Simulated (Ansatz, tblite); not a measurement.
# Ge24H30 hole sphere (Ge24H30): one state, many levels

How do method and basis change the picture of Ge24H30 hole sphere (Ge24H30) (singlet)?

Method: as each input shows; program: Ansatz 0.2.0, Gaussian basis.

Plan: GFN1-xTB, GFN2-xTB, PBE-D4/def2-SVP, r2SCAN-D4/def2-SVP.

1 further run of the same task is left out (set aside as unsound or not needed).

## (1) The relaxed structure

The singlet was relaxed beforehand with PBE-D4/def2-SVP.

54 atoms, charge 0, spin multiplicity 1.

Bond lengths: Ge1–Ge2 2.457 Å, Ge1–Ge5 2.450 Å, Ge1–H25 1.557 Å, Ge1–H26 1.557 Å, Ge2–Ge7 2.449 Å, Ge2–H27 1.557 Å, Ge2–H28 1.557 Å, Ge3–Ge4 2.448 Å, Ge3–Ge5 2.465 Å, Ge3–Ge14 2.448 Å, Ge3–H29 1.562 Å, Ge4–Ge9 2.448 Å, Ge4–H30 1.557 Å, Ge4–H31 1.558 Å, Ge5–Ge6 2.453 Å, Ge5–Ge15 2.453 Å, Ge6–Ge8 2.466 Å, Ge6–Ge10 2.453 Å and more. Angles: Ge2–Ge1–Ge5 110.9°, Ge2–Ge1–H25 109.9°, Ge2–Ge1–H26 109.9°, Ge5–Ge1–H25 109.2°, Ge5–Ge1–H26 109.3°, H25–Ge1–H26 107.7°, Ge1–Ge2–Ge7 109.6°, Ge1–Ge2–H27 109.8°, Ge1–Ge2–H28 109.9°, Ge7–Ge2–H27 109.8°, Ge7–Ge2–H28 109.8°, H27–Ge2–H28 107.8°, Ge4–Ge3–Ge5 109.7°, Ge4–Ge3–Ge14 109.9°, Ge4–Ge3–H29 109.6°, Ge5–Ge3–Ge14 109.7°, Ge5–Ge3–H29 108.4°, Ge14–Ge3–H29 109.6° and more.

PBE0-D4/def2-SVP was run before; its log isn't repeated, and its numbers join the tables.

## (2) GFN1-xTB

Tight binding, by tblite at 300 K electronic temperature and without a spin-polarisation term:

```python
tblite.interface.Calculator('GFN1-xTB', numbers, positions, charge=0, uhf=0).singlepoint()
```

Energy -1540.2563 eV, HOMO -11.74 eV, LUMO -9.08 eV; 0.72 s.

## (3) GFN2-xTB

Tight binding, by tblite at 300 K electronic temperature and without a spin-polarisation term:

```python
tblite.interface.Calculator('GFN2-xTB', numbers, positions, charge=0, uhf=0).singlepoint()
```

Energy -1684.6324 eV, HOMO -9.86 eV, LUMO -6.32 eV; 0.72 s.

## (4) PBE-D4/def2-SVP

start.molden holds the orbitals of an earlier run on this state, given as this run's starting guess.

File in.yaml:

```yaml
crystal:
  periodic: [false, false, false]
  atoms:
    - {symbol: Ge, position_ang: [-0.002444, -4.608956, 0.058141]}
    - {symbol: Ge, position_ang: [0.001031, -4.625441, 2.515505]}
    - {symbol: Ge, position_ang: [-0.000134, -2.300523, -3.266639]}
    - {symbol: Ge, position_ang: [-2.004389, -1.157476, -4.084766]}
    - {symbol: Ge, position_ang: [-0.000103, -2.314141, -0.801328]}
    - {symbol: Ge, position_ang: [-1.973488, -1.139564, 0.061818]}
    - {symbol: Ge, position_ang: [0.002511, -2.324822, 3.354366]}
    - {symbol: Ge, position_ang: [-1.979574, -1.144450, 2.528109]}
    - {symbol: Ge, position_ang: [-1.994657, 1.149363, -3.265114]}
    - {symbol: Ge, position_ang: [-2.003843, 1.157223, -0.799865]}
    - {symbol: Ge, position_ang: [-3.989964, 2.306006, 0.060547]}
    - {symbol: Ge, position_ang: [-2.011138, 1.162087, 3.355235]}
    - {symbol: Ge, position_ang: [-4.005773, 2.309483, 2.517873]}
    - {symbol: Ge, position_ang: [2.002913, -1.155978, -4.085781]}
    - {symbol: Ge, position_ang: [1.974780, -1.140601, 0.059706]}
    - {symbol: Ge, position_ang: [1.983452, -1.143973, 2.525962]}
    - {symbol: Ge, position_ang: [1.990661, 1.151261, -3.267521]}
    - {symbol: Ge, position_ang: [-0.003104, 2.312709, -4.085726]}
    - {symbol: Ge, position_ang: [2.004457, 1.156238, -0.802169]}
    - {symbol: Ge, position_ang: [0.001016, 2.279191, 0.060234]}
    - {symbol: Ge, position_ang: [2.014714, 1.162563, 3.353171]}
    - {symbol: Ge, position_ang: [0.001219, 2.288398, 2.526528]}
    - {symbol: Ge, position_ang: [3.989902, 2.307578, 0.056457]}
    - {symbol: Ge, position_ang: [4.006875, 2.312818, 2.513774]}
    - {symbol: H, position_ang: [-1.262061, -5.353807, -0.474241]}
    - {symbol: H, position_ang: [1.251966, -5.359459, -0.478510]}
    - {symbol: H, position_ang: [-1.256891, -5.377876, 3.040783]}
    - {symbol: H, position_ang: [1.259526, -5.379214, 3.037418]}
    - {symbol: H, position_ang: [0.000378, -3.779519, -3.768694]}
    - {symbol: H, position_ang: [-3.274263, -1.892524, -3.565085]}
    - {symbol: H, position_ang: [-2.041867, -1.177644, -5.641984]}
    - {symbol: H, position_ang: [-3.255356, -1.879144, -0.438099]}
    - {symbol: H, position_ang: [0.003270, -2.300133, 4.915260]}
    - {symbol: H, position_ang: [-3.265200, -1.886969, 3.013852]}
    - {symbol: H, position_ang: [-3.276174, 1.888201, -3.766453]}
    - {symbol: H, position_ang: [-5.266856, 1.594882, -0.476723]}
    - {symbol: H, position_ang: [-4.005545, 3.769550, -0.471071]}
    - {symbol: H, position_ang: [-1.988090, 1.149691, 4.916112]}
    - {symbol: H, position_ang: [-5.285173, 1.591257, 3.039125]}
    - {symbol: H, position_ang: [-4.033721, 3.774445, 3.044605]}
    - {symbol: H, position_ang: [2.040739, -1.179077, -5.642919]}
    - {symbol: H, position_ang: [3.273459, -1.888785, -3.564531]}
    - {symbol: H, position_ang: [3.256008, -1.880972, -0.440607]}
    - {symbol: H, position_ang: [3.269708, -1.886002, 3.010813]}
    - {symbol: H, position_ang: [3.270659, 1.891766, -3.770268]}
    - {symbol: H, position_ang: [-0.003287, 2.354517, -5.642992]}
    - {symbol: H, position_ang: [-0.003327, 3.780057, -3.566254]}
    - {symbol: H, position_ang: [0.001551, 3.758572, -0.441443]}
    - {symbol: H, position_ang: [1.993947, 1.149758, 4.914074]}
    - {symbol: H, position_ang: [0.001514, 3.773221, 3.011744]}
    - {symbol: H, position_ang: [5.267901, 1.598522, -0.480801]}
    - {symbol: H, position_ang: [4.002598, 3.770903, -0.475959]}
    - {symbol: H, position_ang: [5.288297, 1.598403, 3.035263]}
    - {symbol: H, position_ang: [4.031351, 3.778387, 3.039078]}
basis:
  gaussian: {orbitals: def2-SVP, fitting: {mean_field: def2-universal-jkfit}, initial_orbitals: start.molden}
hamiltonian: {xc: pbe, dispersion: d4}
scf: {omitted_lower_state_checks: [starts]}
output: {forces: true, orbitals: {seedname: orbitals}}
```

The run is started by

```
$ ansatz run in.yaml --threads 11 --pin off --events-out ev --progress --plain --max-ram 174080MiB --backend cuda --devices 0, --max-vram 75GiB
```

After this run come: r2SCAN-D4/def2-SVP.

Before running them: what should the planned runs give, taken together? Wanted: gap in def2-SVP, named functionals, smallest and largest; binding an atom, functionals in def2-SVP.

The runs gave:

| quantity | value |
| --- | --- |
| gap in def2-SVP, named functionals, smallest and largest | 3.61 eV (PBE-D4), 5.18 eV (PBE0-D4) |
| binding an atom, functionals in def2-SVP | 2.96 (PBE-D4) to 2.99 eV (r2SCAN-D4) |

In words: Over the named functionals in def2-SVP the gap runs from 3.61 eV (PBE-D4) to 5.18 eV (PBE0-D4); exact exchange widens it.
